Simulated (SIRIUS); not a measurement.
Crystal: BiTe.

```
Bi Te
1.0
     0.00000    3.23500    3.23500
     3.23500    0.00000    3.23500
     3.23500    3.23500    0.00000
Bi Te
1 1
Direct
  0.98294 0.99120 0.02381
  0.49611 0.49225 0.50219
```

The cell isn't the ideal one: atoms moved at random.

```yaml
Program: SIRIUS 7.12.0
Task: relaxation of the atoms
Functional: PBE
Dispersion: D4
Potentials_or_basis: all-electron FP-LAPW
Cutoff: 182 eV
Basis: apw+lo standard
k_mesh: 5 × 5 × 5
Occupations: fermi-dirac, width 0.05 eV
Spin: no spin polarisation
```

At the start: volume 33.86 Å³/atom.

Question: Where does the relaxation end?

Answer: Over 3 steps the energy falls by 6.2 meV/atom; space group Fm-3m (No. 225, to 0.05 Å).

The path:
```
step  energy change (eV)  largest force (eV/Å)
   1              0.0000                0.2891
   2             -0.0023                0.2610
   3             -0.0123                0.0025
```

Final structure:
```cif
data_structure
_symmetry_space_group_name_H-M 'P 1'
_symmetry_Int_Tables_number 1
_cell_length_a 4.5750
_cell_length_b 4.5750
_cell_length_c 4.5750
_cell_angle_alpha 60.000
_cell_angle_beta 60.000
_cell_angle_gamma 60.000
_cell_volume 67.71
loop_
_atom_site_label
_atom_site_type_symbol
_atom_site_fract_x
_atom_site_fract_y
_atom_site_fract_z
_atom_site_occupancy
Bi1 Bi 0.98948 0.99173 0.01306 1
Te1 Te 0.48961 0.49172 0.51289 1
```

Caveat: pairwise dispersion overbinds metals, which lowers pressure and volume.
